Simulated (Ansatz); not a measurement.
# Ga4Sb3As: the cost of one run

Method: DFT PBE, scalar-relativistic, plane waves, PAW, in Ansatz 0.2.0.

### 1 The system as given

Symmetry: I-42m, No. 121, tetragonal system. The conventional cell has a = 5.732 Å, b = 5.732 Å, c = 11.464 Å, α = 90.00°, β = 90.00°, γ = 90.00°. Ga (site symmetry m) has 3 Sb at 2.48 Å and 1 As at 2.48 Å as nearest neighbours. Around Sb (site symmetry -42m) lie 4 Ga at 2.48 Å. Sb (site symmetry -4) is surrounded by 4 Ga at 2.48 Å. Around As (site symmetry -42m) lie 4 Ga at 2.48 Å.

Structure file:

```xyz
8
Lattice="-2.8661 2.8661 5.7322 2.8661 -2.8661 5.7322 2.8661 2.8661 -5.7322" Properties=species:S:1:pos:R:3 pbc="T T T"
Ga    1.4331    1.4331    4.2992
Ga    1.4331    1.4331   -1.4331
Ga   -1.4331    1.4331    7.1653
Ga    1.4331   -1.4331    7.1653
Sb    0.0000    0.0000    5.7322
Sb    0.0000    2.8661    2.8661
Sb    2.8661    0.0000    2.8661
As    0.0000    0.0000    0.0000
```

The start is an ordering of an alloy on its end members' structure types: elements ordered on the sites of the GaSb type, As/Sb on Sb (I-42m, No. 121).

### 2 Probe: one point on a coarse mesh

input.yaml reads:

```yaml
crystal:
  lattice:
    - [-2.86612272, 2.86612272, 5.73224544]
    - [2.86612272, -2.86612272, 5.73224544]
    - [2.86612272, 2.86612272, -5.73224544]
  atoms:
    - { symbol: Ga, position: [0.625, 0.625, 0.5] }
    - { symbol: Ga, position: [0.125, 0.125, 0.5] }
    - { symbol: Ga, position: [0.875, 0.375, 0.0] }
    - { symbol: Ga, position: [0.375, 0.875, 0.0] }
    - { symbol: Sb, position: [0.5, 0.5, 0.0] }
    - { symbol: Sb, position: [0.75, 0.25, 0.5] }
    - { symbol: Sb, position: [0.25, 0.75, 0.5] }
    - { symbol: As, position: [0.0, 0.0, 0.0] }
basis:
  ecutwfc: 420
kpoints:
  mp_grid: { grid: [4, 4, 4] }
hamiltonian:
  xc: pbe
scf:
  occupations: { method: gaussian, width: 0.1 }
  lower_state_search: "off"
output:
  forces: true
  stress: true
  eigenvalues: true
```

Run with:

```bash
> ansatz run input.yaml --threads 1 --pin off --max-ram 2560MiB --backend cpu --events-out ev --progress --plain --runs-dir out
```

**Question.** How long does this run take on 1 thread of Intel Xeon at 2.50GHz (Skylake/Cascade Lake), shared host, and how much memory does it need?

About 34 s, with a peak of 0.51 GiB.
